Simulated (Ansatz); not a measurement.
# CuH5NSi: the cost of one run

The runs use Ansatz 0.2.0, Gaussian basis; revPBE-D4/def2-SVP.

## 1. Starting geometry

The start, a pair relaxed at PBE0-D4: SMILES `[Cu+].[SiH3]N`, 8 atoms, charge 1, spin multiplicity 1.

Atoms are counted from 1 here; the program's logs count them from 0.

Bond lengths: Cu1–N3 1.939 Å, Si2–N3 1.827 Å, Si2–H4 1.477 Å, Si2–H5 1.477 Å, Si2–H6 1.476 Å, N3–H7 1.020 Å, N3–H8 1.020 Å. Angles: N3–Si2–H4 104.3°, N3–Si2–H5 104.3°, N3–Si2–H6 108.2°, H4–Si2–H5 112.7°, H4–Si2–H6 113.2°, H5–Si2–H6 113.2°, Cu1–N3–Si2 113.4°, Cu1–N3–H7 108.0°, Cu1–N3–H8 108.0°, Si2–N3–H7 110.8°, Si2–N3–H8 110.8°, H7–N3–H8 105.4°.

Geometry (Å):

```
Cu   -0.40754   -1.46388   -1.78980
Si   -0.40688    0.31818    0.80571
N     0.52471   -0.16950   -0.68819
H    -1.67044    0.87616    0.28312
H    -0.60409   -0.94640    1.54249
H     0.39976    1.30513    1.55050
H     1.43098   -0.56350   -0.43725
H     0.73360    0.64382   -1.26649
```

## 2. The run

md/in.yaml reads:

```yaml
crystal:
  periodic: [false, false, false]
  atoms:
    - {symbol: Cu, position_ang: [-0.407541, -1.463884, -1.789804]}
    - {symbol: Si, position_ang: [-0.406883, 0.318182, 0.805712]}
    - {symbol: N, position_ang: [0.524710, -0.169498, -0.688190]}
    - {symbol: H, position_ang: [-1.670436, 0.876160, 0.283123]}
    - {symbol: H, position_ang: [-0.604091, -0.946400, 1.542493]}
    - {symbol: H, position_ang: [0.399761, 1.305126, 1.550500]}
    - {symbol: H, position_ang: [1.430976, -0.563504, -0.437247]}
    - {symbol: H, position_ang: [0.733604, 0.643818, -1.266486]}
basis:
  gaussian: {orbitals: def2-SVP}
total_charge: 1
hamiltonian: {xc: {name: revPBE}, dispersion: d4}
md: {n_steps: 60, timestep: 0.5, temperature: 300, ensemble: nve, seed: 598, initial_velocities: maxwell_boltzmann}
```

Command:

```console
$ ansatz run in.yaml --threads 4 --pin off --events-out ev --progress --plain --max-ram 9574MiB
```

**Question.** How long does this run take on 4 threads of Arm Neoverse V2, shared host?

About 51 s.
